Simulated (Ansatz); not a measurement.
A first try at a ladder of methods at one geometry of C₂H₅BBrCl, SMILES BC(C)(Cl)Br, using Ansatz 0.2.0 through its Python package.

`c2h5bbrcl.xyz`
```text
10

B    -1.11240    0.71720    0.48390
C     0.35170    0.33960    0.20880
C     0.39270   -0.97760   -0.56780
Cl    1.27730    0.18960    1.76630
Br    1.21850    1.73210   -0.83870
H    -1.89140    0.95230   -0.44160
H    -1.54350    0.90250    1.57620
H    -0.04400   -0.87330   -1.54540
H     1.48980   -1.24090   -0.69000
H    -0.05560   -1.79270    0.05140
```

`methods_c2h5bbrcl.py`
```python
# -*- coding: utf-8 -*-
from pathlib import Path

import ansatz as az
import numpy as np


def main():
    mol = az.Crystal.molecule_from_extxyz("c2h5bbrcl.xyz")

    calc = mol.calculation().basis("def2-SVP")

    print("functional    E (Ha)        dipole (D)   HOMO (eV)  LUMO (eV)")
    for name in ["lc_wpbe", "r2scan0", "r2scan", "lda", "cam_b3lyp", "pbe0"]:
        r = calc.functional(name).forces().orbitals().run(runs_dir="runs").report
        lines = Path(r["orbitals_path"]).read_text().splitlines()
        field_of = lambda key: [line.split("=")[1].strip() for line in lines if line.startswith(key)]
        orbitals = [(27.211386 * float(e), s, float(n)) for e, s, n in zip(field_of("Ene="), field_of("Spin="), field_of("Occup="))]
        homo = max(e for e, _, n in orbitals if n > 0.5)
        lumo = min(e for e, _, n in orbitals if n < 0.5)
        dipole = 4.803205 * np.linalg.norm(r["charge_distribution"]["dipole_moment_e_ang"])
        print(f"{name:10s} {r['free_energy_ev'] / 27.211386246:14.6f} {dipole:9.3f} {homo:11.3f} {lumo:10.3f}")


if __name__ == "__main__":
    main()
```

```console
$ python methods_c2h5bbrcl.py
Traceback (most recent call last):
  File "methods_c2h5bbrcl.py", line 26, in <module>
    main()
    ~~~~^^
  File "methods_c2h5bbrcl.py", line 11, in main
    calc = mol.calculation().basis("def2-SVP")
  ...
ansatz.errors.InputError: .basis: cutoff (an energy: a number in eV, or e.g. 30 * az.Ry) is a number, got 'def2-SVP'
```
(Library frames cut from the traceback.)

Find the fault and give the corrected script.

The fault: the basis name must go under gaussian=. The correction:

```diff
--- before
+++ after
@@ -10,3 +10,3 @@
 
-    calc = mol.calculation().basis("def2-SVP")
+    calc = mol.calculation().basis(gaussian="def2-SVP")
```

After the fix:

```console
$ python methods_c2h5bbrcl.py
functional    E (Ha)        dipole (D)   HOMO (eV)  LUMO (eV)
lc_wpbe      -3137.304610     1.905     -10.811      0.171
r2scan0      -3137.739560     1.953      -8.272     -2.048
r2scan       -3137.752611     1.895      -7.045     -2.903
lda          -3131.767594     1.684      -6.751     -3.430
cam_b3lyp    -3137.923365     1.776      -9.301     -0.995
pbe0         -3137.275797     1.834      -8.035     -2.192
```

What to keep in mind:
- Total energies depend on the basis set; only differences at equal settings carry meaning.
- The geometry is a force-field or estimated start, not a minimum of this method, and the basis set is short of its limit. A lower total doesn't mark the better method: functionals have no common bound, and MP2 and coupled cluster aren't variational.
- Levels such as HOMO and LUMO are orbital energies: with these approximate functionals they aren't the ionisation energy and electron affinity, and their gap isn't the fundamental gap.
- Wall time of the script: 29 s on 1 thread of AMD EPYC 9B14 (Zen 4) (shared host), peak memory 0.42 GiB.
